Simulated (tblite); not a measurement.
# C5H11BrSi2: the cost of one run

The runs use tblite 0.8.0 and PySCF 2.14.0, with density-fitted response routines of our own; the level of theory stands in each step. All values are computed, except where a source is named. Atoms are numbered from 0 throughout.

### 1 The starting structure

19 atoms, charge 0, multiplicity 1; geometry from: force field or distance geometry start.

Bonds of the start (Å): Si0–C1 1.88, C1–C2 1.46, C2–C3 1.52, C3–C4 1.32, C4–Si5 1.82, Si5–C6 1.83, C6–Br7 1.96, C6–C3 1.46, Si0–H8 1.47, Si0–H9 1.48, Si0–H10 1.45, C1–H11 1.11, C1–H12 1.13, C2–H13 1.09, C2–H14 1.14, C4–H15 1.12, Si5–H16 1.46, Si5–H17 1.46, C6–H18 1.13.

### 2 Optimising the geometry with GFN2-xTB

Job settings and geometry (Å):

```
{"job": {"kind": "relax", "xc": "GFN2-xTB", "basis": "xTB"}, "charge": 0, "multiplicity": 1}
Si     3.240100    -0.111300    -0.538000
C      1.545700    -0.270000     0.259900
C      0.559300     0.124000    -0.741400
C     -0.837300     0.020300    -0.153700
C     -1.322400    -0.347100     1.020500
Si    -3.111900    -0.146400     0.746000
C     -2.148800     0.295800    -0.740500
Br    -2.296800     2.169400    -1.280400
H      3.882200     1.049800     0.088500
H      3.098800     0.221000    -1.973300
H      4.024100    -1.315300    -0.321200
H      1.497400     0.350500     1.183400
H      1.406100    -1.351600     0.556900
H      0.559800    -0.415600    -1.693200
H      0.651000     1.240700    -0.940900
H     -0.775900    -0.685100     1.940500
H     -3.857400    -1.396400     0.739000
H     -3.747300     0.957500     1.466900
H     -2.376500    -0.380900    -1.611300
```

On the command line:

```bash
$ OMP_NUM_THREADS=1 python probes_run.py task.json out
```

One launch serves the whole session: the jobs run in the order shown.

**Question.** How long does this first job take on 1 thread of Arm Neoverse N1, shared host, and how much memory does it need?

About 2.1 s, with a peak of 0.18 GiB.
